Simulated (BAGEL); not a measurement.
# BNH2Cl2 (SMILES NB(Cl)Cl): HF/3-21G (density fitting with qzvpp-jkfit)

Aim: the vertical ionisation energy of BNH2Cl2 at HF/3-21G (density fitting with qzvpp-jkfit), from 2 runs. 

Program for the calculation: BAGEL 1.2.2.

20 further runs of the same task are left out: 20 set aside as unsound or not needed.

## (1) The molecule

BNH2Cl2 has 6 atoms, charge 0, and is taken as a singlet. As SMILES, `NB(Cl)Cl`. Geometry: relaxed at PBE0-D4/def2-TZVP.

Bond lengths: N1–B2 1.384 Å, B2–Cl3 1.761 Å, B2–Cl4 1.761 Å, N1–H5 1.005 Å, N1–H6 1.005 Å. Angles: N1–B2–Cl3 120.3°, N1–B2–Cl4 120.3°, Cl3–B2–Cl4 119.5°, B2–N1–H5 122.3°, B2–N1–H6 122.3°, H5–N1–H6 115.3°.

## (2) A single-point energy at HF/3-21G (density fitting with qzvpp-jkfit)

File hf.json:

```json
{ "bagel": [

{
  "title": "molecule",
  "basis": "3-21g",
  "df_basis": "qzvpp-jkfit",
  "angstrom": true,
  "geometry": [
    { "atom": "N", "xyz": [       0.479500,       0.537500,       0.353200 ] },
    { "atom": "B", "xyz": [      -0.329000,      -0.400500,      -0.264400 ] },
    { "atom": "Cl", "xyz": [      -2.038200,      -0.065500,      -0.525000 ] },
    { "atom": "Cl", "xyz": [       0.342900,      -1.939100,      -0.796300 ] },
    { "atom": "H", "xyz": [       1.458300,       0.378700,       0.517300 ] },
    { "atom": "H", "xyz": [       0.128700,       1.425000,       0.668800 ] }
  ]
},

{
  "title": "hf"
},

{
  "title": "print",
  "file": "orbitals.molden",
  "orbitals": true
}

]}
```

Command:

```sh
BAGEL_NUM_THREADS=1 BAGEL hf.json > hf.out
```

Log:

```text
* using 1 threads per process

  ===============================================================
  ===============================================================

  *** Geometry ***

  { "atom" : "N", "xyz" : [      0.906124,      1.015728,      0.667451 ] },
  { "atom" : "B", "xyz" : [     -0.621720,     -0.756835,     -0.499644 ] },
  { "atom" : "Cl", "xyz" : [     -3.851640,     -0.123777,     -0.992106 ] },
  { "atom" : "Cl", "xyz" : [      0.647987,     -3.664368,     -1.504789 ] },
  { "atom" : "H", "xyz" : [      2.755788,      0.715639,      0.977555 ] },
  { "atom" : "H", "xyz" : [      0.243208,      2.692860,      1.263849 ] },

  Number of auxiliary basis functions:      444

  Since a DF basis is specified, we compute 2- and 3-index integrals:
    o Being stored without compression. Storage requirement is 0.008 GB

  Number of basis functions:       48
  Number of electrons      :       48

    * METHOD: MOLECULE                             0.14

  *** RHF ***

  === Nuclear Repulsion ===
   182.1343567586

      * DIIS with orbital gradients will be used.

  === RHF iteration (3-21g) ===
      0       -994.48281766          0.02152674           0.04
      1       -994.56370752          0.01023699           0.03
      2       -994.58028931          0.00129995           0.03
      3       -994.58081486          0.00034881           0.03
      4       -994.58085099          0.00007501           0.03
      5       -994.58085401          0.00001850           0.03
      6       -994.58085424          0.00000458           0.03
      7       -994.58085425          0.00000101           0.03
      8       -994.58085425          0.00000026           0.03
      9       -994.58085425          0.00000009           0.03
     10       -994.58085425          0.00000003           0.03
     11       -994.58085425          0.00000001           0.03
    * SCF iteration converged.

    * Permanent dipole moment:
           (   -0.903281,    -1.048208,    -0.690088) a.u.

    * METHOD: HF                                   0.49

    * METHOD: PRINT                                0.01

  ===============================================================
```

It took 0.77 s on 1 thread of Arm Neoverse V1, shared host.

## (3) The doublet cation, same level

File input.json:

```json
{ "bagel" : [

{
  "title" : "molecule",
  "basis" : "3-21g",
  "df_basis" : "qzvpp-jkfit",
  "angstrom" : true,
  "geometry" : [
    { "atom" : "N", "xyz" : [    0.479500,    0.537500,    0.353200 ] },
    { "atom" : "B", "xyz" : [   -0.329000,   -0.400500,   -0.264400 ] },
    { "atom" : "Cl", "xyz" : [   -2.038200,   -0.065500,   -0.525000 ] },
    { "atom" : "Cl", "xyz" : [    0.342900,   -1.939100,   -0.796300 ] },
    { "atom" : "H", "xyz" : [    1.458300,    0.378700,    0.517300 ] },
    { "atom" : "H", "xyz" : [    0.128700,    1.425000,    0.668800 ] }
  ]
},
{ "title" : "uhf", "charge" : 1, "nopen" : 1 },
{ "title" : "print", "file" : "orbitals.molden", "orbitals" : true }

]}
```

Command:

```sh
BAGEL_NUM_THREADS=1 BAGEL input.json > input.out
```

Log:

```text
* using 1 threads per process

  ===============================================================
  ===============================================================

  *** Geometry ***

  { "atom" : "N", "xyz" : [      0.906124,      1.015728,      0.667451 ] },
  { "atom" : "B", "xyz" : [     -0.621720,     -0.756835,     -0.499644 ] },
  { "atom" : "Cl", "xyz" : [     -3.851640,     -0.123777,     -0.992106 ] },
  { "atom" : "Cl", "xyz" : [      0.647987,     -3.664368,     -1.504789 ] },
  { "atom" : "H", "xyz" : [      2.755788,      0.715639,      0.977555 ] },
  { "atom" : "H", "xyz" : [      0.243208,      2.692860,      1.263849 ] },

  Number of auxiliary basis functions:      444

  Since a DF basis is specified, we compute 2- and 3-index integrals:
    o Being stored without compression. Storage requirement is 0.008 GB

  Number of basis functions:       48
  Number of electrons      :       48

    * METHOD: MOLECULE                             0.14

  *** Open-shell HF ***

  === Nuclear Repulsion ===
   182.1343567586

      * DIIS with orbital gradients will be used.

  === UHF iteration (3-21g) ===
      0       -994.08903858          0.03081544           0.07
      1       -994.17947279          0.01459933           0.06
      2       -994.19441377          0.00720502           0.07
      3       -994.19898346          0.00141707           0.07
      4       -994.19990384          0.00066018           0.06
      5       -994.20014495          0.00029387           0.06
      6       -994.20021924          0.00007070           0.07
      7       -994.20022907          0.00003154           0.07
      8       -994.20023311          0.00001082           0.06
      9       -994.20023375          0.00000625           0.07
     10       -994.20023399          0.00000198           0.06
     11       -994.20023403          0.00000064           0.06
     12       -994.20023404          0.00000016           0.06
     13       -994.20023404          0.00000007           0.06
     14       -994.20023404          0.00000005           0.07
     15       -994.20023404          0.00000003           0.06
     16       -994.20023404          0.00000002           0.06
     17       -994.20023404          0.00000001           0.06
    * SCF iteration converged.

    * S^2 (UHF) is 0.7657

    * Permanent dipole moment:
           (   -1.964489,    -2.279469,    -1.500792) a.u.

    * METHOD: UHF                                  1.26

    * METHOD: PRINT                                0.01

  ===============================================================
```

Wall time 1.6 s (1 thread of Arm Neoverse V1, shared host).

## (4) Outcome

Level: HF/3-21G (density fitting with qzvpp-jkfit).

| quantity | value |
| --- | --- |
| singlet BNH2Cl2: total energy | -994.58085 Eh |
| singlet BNH2Cl2: dipole moment | 3.93 D |
| singlet BNH2Cl2: HOMO energy | -12.14 eV |
| singlet BNH2Cl2: LUMO energy | 4.27 eV |
| singlet BNH2Cl2: HOMO–LUMO gap | 16.40 eV |
| doublet cation: total energy | -994.20023 Eh |
| doublet cation: ⟨S²⟩ | 0.766 |
| vertical ionisation energy (to the doublet cation) | 10.357 eV |

What this shows: The vertical ionisation energy comes to 10.36 eV (999 kJ/mol). The negative HOMO energy of the first species, 12.14 eV, lies 1.78 eV above that difference.
